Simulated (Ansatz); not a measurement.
# Cl2F2H2Ti: the cost of one run

All numbers below are computed with Ansatz 0.2.0 (RKS PBE/def2-SVP).

## Step 1: The system as given

Bond lengths: Ti1–Cl2 2.720 Å, Ti1–F3 1.830 Å, Ti1–Cl4 2.368 Å, Ti1–F5 1.829 Å, Ti1–H6 2.000 Å, Ti1–H7 2.282 Å. Angles (14 of 15 angles, heavy atoms first): Cl2–Ti1–F3 109.4°, Cl2–Ti1–Cl4 109.5°, Cl2–Ti1–F5 109.5°, F3–Ti1–Cl4 109.5°, F3–Ti1–F5 109.5°, Cl4–Ti1–F5 109.5°, Cl2–Ti1–H6 71.6°, Cl2–Ti1–H7 44.4°, F3–Ti1–H6 75.6°, F3–Ti1–H7 88.7°, Cl4–Ti1–H6 64.5°, Cl4–Ti1–H7 81.0°, F5–Ti1–H6 173.5°, F5–Ti1–H7 153.2°.

Structure file:

```xyz
7

Ti    0.0000    0.0000    0.0000
Cl    0.0000    0.0000    2.7200
F     1.7257    0.0000   -0.6094
Cl   -1.1163    1.9339   -0.7892
F    -0.8619   -1.4933   -0.6094
H     0.7498    1.7436    0.6306
H     0.6303    1.4657    1.6317
```

## Step 2: Pulling towards end A

Springs on the bonds that form and break draw the guess towards this end; the thresholds are loose.

Input file input.yaml:

```yaml
crystal:
  periodic: [false, false, false]
  atoms:
    - { symbol: Ti, position_ang: [0.0, 0.0, 0.0] }
    - { symbol: Cl, position_ang: [0.0, 0.0, 2.72] }
    - { symbol: F, position_ang: [1.7257, 0.0, -0.6094] }
    - { symbol: Cl, position_ang: [-1.1163, 1.9339, -0.7892] }
    - { symbol: F, position_ang: [-0.8619, -1.4933, -0.6094] }
    - { symbol: H, position_ang: [0.7498, 1.7436, 0.6306] }
    - { symbol: H, position_ang: [0.6303, 1.4657, 1.6317] }
basis:
  gaussian: { orbitals: def2-SVP }
hamiltonian:
  xc: pbe
relax:
  f_tol: 0.15
  max_steps: 25
  restrain:
    - { distance: [0, 5], at: 2.9, k: 30.0 }
    - { distance: [6, 1], at: 2.57, k: 30.0 }
    - { distance: [0, 1], at: 2.37, k: 30.0 }
    - { distance: [6, 5], at: 0.66, k: 30.0 }
```

On the command line:

```bash
> ansatz run input.yaml --threads 2 --pin off --max-ram 3072MiB --backend cpu --events-out ev --progress --plain --runs-dir out
```

**Question.** How long does this run take on 2 threads of Intel Xeon 6975P-C (Granite Rapids), shared host, and how much memory does it need?

About 11 s, with a peak of 0.18 GiB.
